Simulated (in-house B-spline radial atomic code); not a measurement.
# Pt³⁸⁺: ionisation energy by several methods

How far do functionals differ on the ionisation energy of Pt³⁸⁺? Each run solves Pt³⁸⁺ and then the next ion ([Kr] 4d3).

Method: scalar-relativistic (X2C), several functionals, spin-polarised; spherical all-electron atom at the radial basis limit. Code: in-house B-spline radial atomic code version 1.

### Step 1. The system

| Property | Result |
| --- | --- |
| element | platinum (Z = 78) |
| charge | +38 |
| electrons | 40 |
| configuration | [Kr] 4d4 |
| nucleus | Fermi, rms radius 5.427 fm |

The outer shells:

[Kr] 4d4
```
[Kr] core
4d [↑ ][↑ ][↑ ][↑ ][  ]
```

Where spins are not typed, each open shell is filled with up spins first.

### Step 2. RPBE

Settings, as recorded:

```ini
Z = 78
electrons = 40.0
configuration = [Kr] 4d4
hamiltonian = x2c
method = rpbe,pbe
spin_polarised = True
nucleus = fermi
rms_radius = 5.427
mass_number = 195
atomic_mass = 194.964794325
speed_of_light = 137.035999084
```

### Step 3. r2SCAN

Settings: those of step 2 with these lines changed.

```diff
@@ -4,3 +4,3 @@
 hamiltonian = x2c
-method = rpbe,pbe
+method = r2scan
 spin_polarised = True
```

### Step 4. SCAN

Settings: those of step 3 with these lines changed.

```diff
@@ -4,3 +4,3 @@
 hamiltonian = x2c
-method = r2scan
+method = scan,scan
 spin_polarised = True
```

### Step 5. BLYP

Settings: those of step 4 with these lines changed.

```diff
@@ -4,3 +4,3 @@
 hamiltonian = x2c
-method = scan,scan
+method = b88,lyp
 spin_polarised = True
```

### Step 6. LDA (VWN5)

Settings: those of step 5 with these lines changed.

```diff
@@ -4,3 +4,3 @@
 hamiltonian = x2c
-method = b88,lyp
+method = lda,vwn
 spin_polarised = True
```

**Question.** The tabulated ionisation energy is 1763 ± 4 eV (tabulated theoretical; NIST Atomic Spectra Database). What does each method give, and which comes nearest?

The runs gave:

| method | rung | total energy (hartree) | ΔSCF (eV) | −ε highest (eV) | ΔSCF less tabulated (eV) |
| --- | --- | --- | --- | --- | --- |
| LDA (VWN5) | LDA | -17537.2848 | 1755.54 | 1726.88 (4d up) | -7.46 |
| RPBE | GGA | -17550.0363 | 1755.91 | 1727.33 (4d up) | -7.09 |
| BLYP | GGA | -17550.5151 | 1755.59 | 1726.97 (4d up) | -7.41 |
| r2SCAN | meta-GGA | -17549.3225 | 1757.19 | 1729.05 (4d up) | -5.81 |
| SCAN | meta-GGA | -17550.1049 | 1757.03 | 1728.84 (4d up) | -5.97 |

The tabulated ionisation energy is 1763 ± 4 eV (tabulated theoretical; NIST Atomic Spectra Database). r2SCAN comes nearest (-5.81 eV) and LDA (VWN5) is farthest (-7.46 eV, 0.42 %). Mean absolute error by rung (exchange-only levels left out): LDA 7.46 eV, GGA 7.25 eV, meta-GGA 5.89 eV. All methods miss on the same side by much the same amount, which points to something that they share. Relativistic terms that these runs lack can be as large as the gaps between close methods, so the nearest may be so by luck. Spin-orbit coupling is left out. Open shells are averaged (over orientations, and over spins where the run is restricted), while tables refer to the lowest levels.

Members of this set that are not shown: 2 used exact exchange with fractional occupations of an open shell, which is unsound here.
